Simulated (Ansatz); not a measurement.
# NaHF2: the cost of one run

Computed with Ansatz 0.2.0 (DFT PBEsol+D3(BJ), scalar-relativistic, plane waves, PAW, unless a step's input says otherwise).

16 further runs of the same task are left out: 16 set aside as unsound or not needed.

### Step 1. The structure to begin with

The structure is trigonal, space group R-3m (No. 166). The conventional cell has a = 3.428 Å, b = 3.428 Å, c = 13.707 Å, α = 90.00°, β = 90.00°, γ = 120.00°. Na (site symmetry -3m) is surrounded by 6 F at 2.29 Å. H (site symmetry -3m) is surrounded by 2 F at 1.14 Å. F (site symmetry 3m) has 1 H at 1.14 Å as nearest neighbours.

Structure file:

```cif
data_structure
_symmetry_space_group_name_H-M 'P 1'
_symmetry_Int_Tables_number 1
_cell_length_a 4.9793
_cell_length_b 4.9793
_cell_length_c 4.9793
_cell_angle_alpha 40.266
_cell_angle_beta 40.266
_cell_angle_gamma 40.266
_cell_volume 46.49
loop_
_atom_site_label
_atom_site_type_symbol
_atom_site_fract_x
_atom_site_fract_y
_atom_site_fract_z
_atom_site_occupancy
Na1 Na 0.00000 0.00000 0.00000 1
H1 H 0.50000 0.50000 0.50000 1
F1 F 0.41688 0.41688 0.41688 1
F2 F 0.58312 0.58312 0.58312 1
```

This cell was relaxed beforehand with the same method: volume 11.62 Å³/atom, gap on the mesh 7.01 eV.

### Step 2. What is varied

The energy is mapped over the lattice constants a and c of the conventional cell.

- lattice constant a (and b): 7 values from 3.188 to 3.668 Å
- lattice constant c: 7 values from 10.75 to 16.67 Å

Nothing else is relaxed (fractional coordinates fixed). Energies count from the relaxed crystal. Points are written as (first, second).

### Step 3. Point (3.188 Å, 16.67 Å)

File input.yaml:

```yaml
crystal:
  lattice:
    - [1.5939, 0.9202385941, 5.5561]
    - [-1.5939, 0.9202385941, 5.5561]
    - [0.0, -1.8404771881, 5.5561]
  atoms:
    - { symbol: Na, position: [0.0, 0.0, 0.0] }
    - { symbol: H, position: [0.5, 0.5, 0.5] }
    - { symbol: F, position: [0.4168825606, 0.4168825606, 0.4168825606] }
    - { symbol: F, position: [0.5831174394, 0.5831174394, 0.5831174394] }
basis:
  ecutwfc: 520.0
kpoints:
  mp_grid: { grid: [9, 9, 9] }
hamiltonian:
  xc: pbesol
  pseudopotentials: { kind: paw }
  dispersion: d3bj
scf:
  occupations: { method: gaussian, width: 0.05 }
output:
  forces: true
  stress: true
  eigenvalues: true
```

The run is started by

```sh
> ansatz run input.yaml --threads 1 --pin off --max-ram 2048MiB --backend cpu --events-out ev --progress --plain --runs-dir out
```

**Question.** How long does this run take on 1 thread of Arm Neoverse N1, shared host, and how much memory does it need?

About 7.7 s, with a peak of 0.35 GiB.
